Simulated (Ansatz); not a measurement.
# Si20H30 bond sphere (Si20H29) (doublet): a spread of methods and bases

Aim: run Si20H30 bond sphere (Si20H29) (doublet) under a spread of inputs, and see what each costs and gives.

Program: Ansatz 0.2.0, Gaussian basis. Level of theory: the settings change from run to run. These are calculated values, not measurements.

### Step 1. The geometry

An earlier PBE-D4/def2-SVP relaxation fixed the geometry.

49 atoms, charge 0, spin multiplicity 2.

Atoms are counted from 1 here; the program's logs count them from 0.

Bond lengths: Si1–Si11 2.358 Å, Si1–Si12 2.358 Å, Si1–Si13 2.363 Å, Si1–H21 1.512 Å, Si2–Si11 2.358 Å, Si2–Si14 2.357 Å, Si2–H22 1.504 Å, Si2–H23 1.510 Å, Si3–Si13 2.364 Å, Si3–Si15 2.357 Å, Si3–Si16 2.357 Å, Si3–H24 1.512 Å, Si4–Si14 2.358 Å, Si4–Si15 2.358 Å, Si4–H25 1.510 Å, Si4–H26 1.504 Å, Si5–Si12 2.364 Å, Si5–Si17 2.343 Å and more. Angles: Si11–Si1–Si12 102.8°, Si11–Si1–Si13 113.5°, Si11–Si1–H21 108.8°, Si12–Si1–Si13 114.0°, Si12–Si1–H21 108.8°, Si13–Si1–H21 108.7°, Si11–Si2–Si14 112.0°, Si11–Si2–H22 109.6°, Si11–Si2–H23 108.5°, Si14–Si2–H22 111.7°, Si14–Si2–H23 107.1°, H22–Si2–H23 107.8°, Si13–Si3–Si15 113.3°, Si13–Si3–Si16 113.2°, Si13–Si3–H24 109.3°, Si15–Si3–Si16 102.9°, Si15–Si3–H24 108.9°, Si16–Si3–H24 108.9° and more.

### Step 2. SVWN5/def2-SVP

Options: restricted open-shell orbitals, density fitting with def2-universal-jkfit.

in.yaml reads:

```yaml
crystal:
  periodic: [false, false, false]
  atoms:
    - {symbol: Si, position_ang: [-1.967409, -2.024569, -0.774399]}
    - {symbol: Si, position_ang: [-2.108295, 0.805422, -3.470849]}
    - {symbol: Si, position_ang: [-1.976697, 0.705814, 1.971635]}
    - {symbol: Si, position_ang: [-2.114100, 3.403655, -0.858283]}
    - {symbol: Si, position_ang: [0.849326, -2.174959, -3.467629]}
    - {symbol: Si, position_ang: [0.771693, -2.022834, 1.970433]}
    - {symbol: Si, position_ang: [3.469681, -2.173727, -0.843157]}
    - {symbol: Si, position_ang: [0.741864, 0.693359, -0.740457]}
    - {symbol: Si, position_ang: [0.851958, 3.403402, 2.114939]}
    - {symbol: Si, position_ang: [3.467087, 0.806646, 2.115354]}
    - {symbol: Si, position_ang: [-3.336614, -0.788728, -2.242920]}
    - {symbol: Si, position_ang: [-0.748819, -3.411707, -2.240313]}
    - {symbol: Si, position_ang: [-0.616365, -0.673066, 0.615586]}
    - {symbol: Si, position_ang: [-0.643022, 2.040449, -2.098137]}
    - {symbol: Si, position_ang: [-3.344677, 2.171860, 0.732158]}
    - {symbol: Si, position_ang: [-0.740095, 2.171160, 3.342901]}
    - {symbol: Si, position_ang: [2.051787, -0.749645, -2.048477]}
    - {symbol: Si, position_ang: [2.240526, -3.409304, 0.754500]}
    - {symbol: Si, position_ang: [2.237103, -0.786660, 3.342633]}
    - {symbol: Si, position_ang: [2.096454, 2.040647, 0.647301]}
    - {symbol: H, position_ang: [-2.846198, -2.890163, 0.099305]}
    - {symbol: H, position_ang: [-1.375886, 0.123487, -4.593756]}
    - {symbol: H, position_ang: [-3.076088, 1.789118, -4.082954]}
    - {symbol: H, position_ang: [-2.853735, -0.161403, 2.846143]}
    - {symbol: H, position_ang: [-3.079092, 4.021064, -1.841518]}
    - {symbol: H, position_ang: [-1.382700, 4.523693, -0.170423]}
    - {symbol: H, position_ang: [0.166104, -1.426911, -4.578972]}
    - {symbol: H, position_ang: [1.835408, -3.135842, -4.084840]}
    - {symbol: H, position_ang: [-0.103349, -2.889267, 2.847068]}
    - {symbol: H, position_ang: [4.088176, -3.135709, -1.827360]}
    - {symbol: H, position_ang: [4.580129, -1.424754, -0.159497]}
    - {symbol: H, position_ang: [0.164387, 4.521825, 1.380814]}
    - {symbol: H, position_ang: [1.832381, 4.023017, 3.081368]}
    - {symbol: H, position_ang: [4.590761, 0.123932, 1.384859]}
    - {symbol: H, position_ang: [4.078098, 1.791023, 3.083098]}
    - {symbol: H, position_ang: [-3.950370, -1.771407, -3.210628]}
    - {symbol: H, position_ang: [-4.459112, -0.104237, -1.512004]}
    - {symbol: H, position_ang: [-1.737467, -4.044498, -3.191793]}
    - {symbol: H, position_ang: [-0.047299, -4.519301, -1.503499]}
    - {symbol: H, position_ang: [0.223299, 2.920159, -2.969679]}
    - {symbol: H, position_ang: [-4.462273, 1.435904, 0.045170]}
    - {symbol: H, position_ang: [-3.964348, 3.139173, 1.711431]}
    - {symbol: H, position_ang: [-1.720332, 3.138224, 3.961398]}
    - {symbol: H, position_ang: [-0.055071, 1.434650, 4.461296]}
    - {symbol: H, position_ang: [1.505013, -4.517523, 0.052602]}
    - {symbol: H, position_ang: [3.190915, -4.041296, 1.744684]}
    - {symbol: H, position_ang: [3.203664, -1.769349, 3.958116]}
    - {symbol: H, position_ang: [1.504396, -0.101976, 4.463800]}
    - {symbol: H, position_ang: [2.969173, 2.921140, -0.217046]}
basis:
  gaussian: {orbitals: def2-SVP, fitting: {mean_field: def2-universal-jkfit}}
magnetization: {spin_polarized: false, initial_magnetization: 1}
hamiltonian: {xc: {name: SVWN5}}
scf: {omitted_lower_state_checks: [starts]}
```

Started as:

```console
> ansatz run in.yaml --threads 2 --pin off --events-out ev --progress --plain --max-ram 22528MiB --backend cuda --devices 0, --max-vram 18GiB
```

What it wrote:

```text
Functional definition: SVWN5
  name "SVWN5"
  cite "Dirac, Proc. Camb. Phil. Soc. 26, 376 (1930) doi:10.1017/S0305004100016108"
  cite "Slater, Phys. Rev. 81, 385 (1951) doi:10.1103/PhysRev.81.385"
  cite "Vosko, Wilk & Nusair, Can. J. Phys. 58, 1200 (1980) doi:10.1139/p80-159"
  exchange = slater_x
  correlation = vwn5_c
these checks for a lower state are left out or cut short: starts
3082 factors; integrals over basis functions are off by at most 3.2e-1 eV
mean field evaluation 1: about -157341.6241 eV, gradient 3.5e1 eV
mean field evaluation 2: about -157341.6083 eV, gradient 3.5e1 eV
mean field evaluation 4: about -157344.7085 eV, gradient 2.6e1 eV
mean field evaluation 8: about -157347.5030 eV, gradient 2.9e-1 eV
mean field evaluation 16: about -157347.5035 eV, gradient 4.4e-4 eV
mean field -157347.50352061 eV, -5782.4141004137 hartree, gradient 5.5e-5 eV, S^2 0.750000; 0 other end points of the search recorded, 0 dependent functions left out
reference -157347.50360047 eV, -5782.4141033486 hartree; 155, 154 occupied and 350, 351 virtual orbitals, 3082 factors
Total energy: -157347.50360047 eV, -5782.4141033486 hartree
Checks for a lower state left out: starts
```

Wall time 4.6 s (1 × H100 (card shared with other runs) with 2 threads of AMD EPYC 7R13, shared host).

### Step 3. wB97/STO-3G

Set apart from the defaults: high accuracy.

Changes to in.yaml since step 2:

```diff
@@ -53,5 +53,6 @@
 basis:
-  gaussian: {orbitals: def2-SVP, fitting: {mean_field: def2-universal-jkfit}}
-magnetization: {spin_polarized: false, initial_magnetization: 1}
-hamiltonian: {xc: {name: SVWN5}}
+  gaussian: {orbitals: STO-3G}
+magnetization: {spin_polarized: true, initial_magnetization: 1}
+hamiltonian: {xc: {name: wB97}}
+accuracy: high
 scf: {omitted_lower_state_checks: [starts]}
```

The command is unchanged.

What it wrote, cut to the lines that bear on the results:

```text
Functional definition: wB97
  name "wB97"
  cite "Chai & Head-Gordon, J. Chem. Phys. 128, 084106 (2008) doi:10.1063/1.2834918"
  cite "Becke, J. Chem. Phys. 107, 8554 (1997) doi:10.1063/1.475007"
[...]
  # The coefficients of nought are those of the uniform gas.
[...]
      + integral(e_c_pw_opposite_spin*poly(b97_u_opposite, 1, cos1, cos2, cos3, cos4))
[...]
5056 factors; integrals over basis functions are off by at most 2.0e-8 eV
1717 factors; integrals over basis functions are off by at most 1.9e-9 eV
[...]
mean field -156198.35537820 eV, -5740.1836851009 hartree, gradient 3.4e-8 eV, S^2 0.753057; 0 other end points of the search recorded, 0 dependent functions left out
reference -156198.35537645 eV, -5740.1836850366 hartree; 155, 154 occupied and 54, 55 virtual orbitals, 5056 factors
Total energy: -156198.35537645 eV, -5740.1836850366 hartree
Checks for a lower state left out: starts
```

Run time: 31 s. Hardware: 1 × H100 (card shared with other runs) with 2 threads of AMD EPYC 7R13, shared host; peak host memory 3.9 GiB.

⟨S²⟩ 0.753.

### Step 4. PBE0-DH/STO-3G

Options: multiplicity 4, a point charge of 2.00 e beside it, relativity set to scalar, the search for lower states set to off.

Changes to in.yaml since step 3:

```diff
@@ -53,6 +53,5 @@
 basis:
-  gaussian: {orbitals: STO-3G}
-magnetization: {spin_polarized: true, initial_magnetization: 1}
-hamiltonian: {xc: {name: wB97}}
-accuracy: high
-scf: {omitted_lower_state_checks: [starts]}
+  gaussian: {orbitals: STO-3G, point_charges: [{charge: 2.00, position_ang: [7.729, 0.464, -0.606]}]}
+magnetization: {spin_polarized: true, initial_magnetization: 3}
+hamiltonian: {xc: {name: PBE0-DH}, pseudopotentials: {relativity: scalar}}
+scf: {lower_state_search: off}
```

Launched as before.

What it wrote, cut to the lines that bear on the results:

```text
Functional definition: PBE0-DH
  name "PBE0-DH"
  cite "Brémond & Adamo, J. Chem. Phys. 135, 024106 (2011) doi:10.1063/1.3604569"
  cite "Perdew, Burke & Ernzerhof, Phys. Rev. Lett. 77, 3865 (1996) doi:10.1103/PhysRevLett.77.3865"
[...]
2350 factors; integrals over basis functions are off by at most 3.8e-5 eV
[...]
mean field -156375.82260994 eV, -5746.7054855758 hartree, gradient 2.2e-6 eV, S^2 3.755582; 0 other end points of the search recorded, 0 dependent functions left out
100 core orbitals not correlated: weight in the atoms' cores, before any rotation towards them, 0.999 or more for the frozen orbitals, at most 0.001 for the correlated occupied ones
reference -156375.82263694 eV, -5746.7054865681 hartree; 56, 53 occupied and 53, 56 virtual orbitals, 2350 factors
second order -27.68591824 eV of doubles, -0.00000000 eV of singles
Total energy: -156379.28337672 eV, -5746.8326664093 hartree
Relativity: scalar
Checks for a lower state left out: stability, starts, cluster_reference, orbital_swaps, neighbouring_geometries, increment
```

It took 6.5 s on 1 × H100 (card shared with other runs) with 2 threads of AMD EPYC 7R13, shared host.

⟨S²⟩ 3.756.

### Step 5. PBE0/6-31G*

Set apart from the defaults: density fitting with def2-universal-jkfit, a grid of angular degree 47, D4 dispersion.

Changes to in.yaml since step 4:

```diff
@@ -53,5 +53,6 @@
 basis:
-  gaussian: {orbitals: STO-3G, point_charges: [{charge: 2.00, position_ang: [7.729, 0.464, -0.606]}]}
-magnetization: {spin_polarized: true, initial_magnetization: 3}
-hamiltonian: {xc: {name: PBE0-DH}, pseudopotentials: {relativity: scalar}}
-scf: {lower_state_search: off}
+  gaussian: {orbitals: "6-31G*", fitting: {mean_field: def2-universal-jkfit}, final_grid: {core_spheres: 20, valence_spheres: 16, degree: 47}}
+magnetization: {spin_polarized: true, initial_magnetization: 1}
+hamiltonian: {xc: {name: PBE0}, dispersion: d4}
+scf: {omitted_lower_state_checks: [starts]}
+output: {forces: true}
```

Launched as before.

What it wrote, cut to the lines that bear on the results:

```text
Functional definition: PBE0
  name "PBE0"
  cite "Adamo & Barone, J. Chem. Phys. 110, 6158 (1999) doi:10.1063/1.478522"
  cite "Perdew, Burke & Ernzerhof, Phys. Rev. Lett. 77, 3865 (1996) doi:10.1103/PhysRevLett.77.3865"
  parent pbe
[...]
3082 factors; integrals over basis functions are off by at most 7.2e-2 eV
[...]
mean field -157954.27716776 eV, -5804.7126206608 hartree, gradient 6.6e-5 eV, S^2 0.755047; 0 other end points of the search recorded, 0 dependent functions left out
[...]
reference -157954.27723935 eV, -5804.7126232914 hartree; 155, 154 occupied and 283, 284 virtual orbitals, 3082 factors
Total energy: -157957.42487743 eV, -5804.8282968573 hartree
Atom 0 at    -1.967409    -2.024569    -0.774399 Å, force    -0.078525    -0.077584     0.036981 eV/Å
Atom 1 at    -2.108295     0.805422    -3.470849 Å, force    -0.050995     0.059332    -0.123427 eV/Å
[...]
Atom 40 at    -4.462273     1.435904     0.045170 Å, force     0.189579     0.153058     0.133925 eV/Å
Atom 41 at    -3.964348     3.139173     1.711431 Å, force     0.093028    -0.166273    -0.171433 eV/Å
Atom 42 at    -1.720332     3.138224     3.961398 Å, force     0.171372    -0.166059    -0.092917 eV/Å
Atom 43 at    -0.055071     1.434650     4.461296 Å, force    -0.133265     0.153146    -0.189652 eV/Å
Atom 44 at     1.505013    -4.517523     0.052602 Å, force     0.143303     0.186186     0.133124 eV/Å
Atom 45 at     3.190915    -4.041296     1.744684 Å, force    -0.170894     0.101657    -0.173681 eV/Å
Atom 46 at     3.203664    -1.769349     3.958116 Å, force    -0.165054     0.172098    -0.092777 eV/Å
Atom 47 at     1.504396    -0.101976     4.463800 Å, force     0.150307    -0.134448    -0.192486 eV/Å
Atom 48 at     2.969173     2.921140    -0.217046 Å, force    -0.152379    -0.151258     0.139830 eV/Å
Dipole moment:    -0.017505    -0.007782     0.018061 e Å
Checks for a lower state left out: starts
```

Wall time 12 s (1 × H100 (card shared with other runs) with 2 threads of AMD EPYC 7R13, shared host); peak host memory 2.6 GiB.

Largest force 0.282 eV/Å, dipole 0.13 D, ⟨S²⟩ 0.755.

### Step 6. The runs in one table

```csv
level,charge,multiplicity,geometry,functions,energy (eV),time
SVWN5/def2-SVP,0,2,relaxed,505,-157347.504,4.6 s
wB97/STO-3G,0,2,relaxed,209,-156198.355,31 s
PBE0-DH/STO-3G,0,4,"relaxed, point charge",209,-156379.283,6.5 s
PBE0/6-31G*,0,2,relaxed,438,-157957.425,12 s
```

### Step 7. What came out

```
                                         quantity                  value
                                             runs                      4
                                         quickest  SVWN5/def2-SVP, 4.6 s
                                          slowest      wB97/STO-3G, 31 s
spread of total energies, same state and geometry              1759.1 eV
```

wB97/STO-3G took 7 times as long as SVWN5/def2-SVP. The jobs differ in tasks and options as well as level. Total energies at one charge and spin differ by 1759 eV between levels, so only differences within one level mean anything. At the PBE-D4/def2-SVP geometry and in the same state, runs without warnings or point charges leave forces up to 0.28 eV/Å (PBE0/6-31G*).
